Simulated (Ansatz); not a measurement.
**NbSi under changes of volume**

One of the cells (17.051 Å³/atom); the others are scaled copies at fixed shape and fractional positions:

```
CELL_PARAMETERS angstrom
0.00000 2.57383 2.57383
2.57383 0.00000 2.57383
2.57383 2.57383 0.00000
ATOMIC_POSITIONS crystal
Nb 0.00000 0.00000 0.00000
Si 0.50000 0.50000 0.50000
```

The cell was built by a generator and needn't be a form met in nature.

| Item | Value |
| --- | --- |
| Program | Ansatz 0.2.0 |
| Functional | PBE |
| Potentials or basis | all-electron LAPW, scalar-relativistic |
| Cutoff | 246 eV (chosen from the basis error) |
| Basis error allowed | 0.0005 eV/atom |
| k mesh | 9 × 9 × 9 |
| Occupations | fermi-dirac, width 0.05 eV |
| Spin | no spin polarisation |

```tsv
volume (Å³/atom)	energy over the lowest point (meV/atom)	pressure (GPa)
16.028	31.76	10.4
16.369	13.64	6.6
16.710	3.29	3.1
17.051	0.00	-0.1
17.392	3.13	-2.9
17.733	12.07	-5.5
18.074	?	?
```

**Question.** What does the run at 18.074 Å³/atom give?

**Answer.** Energy over the lowest point 26.28 meV/atom; pressure -7.8 GPa.

Worked out: A Birch-Murnaghan fit of order 3 (a polynomial in V^(-2/3)) to the other rows has its minimum at 17.05 Å³/atom with B0 = V·E''(V) = 151 GPa and B' = 3.8. It gives 26.31 meV/atom at 18.074 Å³/atom, against the run's 26.28, and -dE/dV = -7.9 GPa, against -7.8.

Energies are extrapolated to zero smearing.
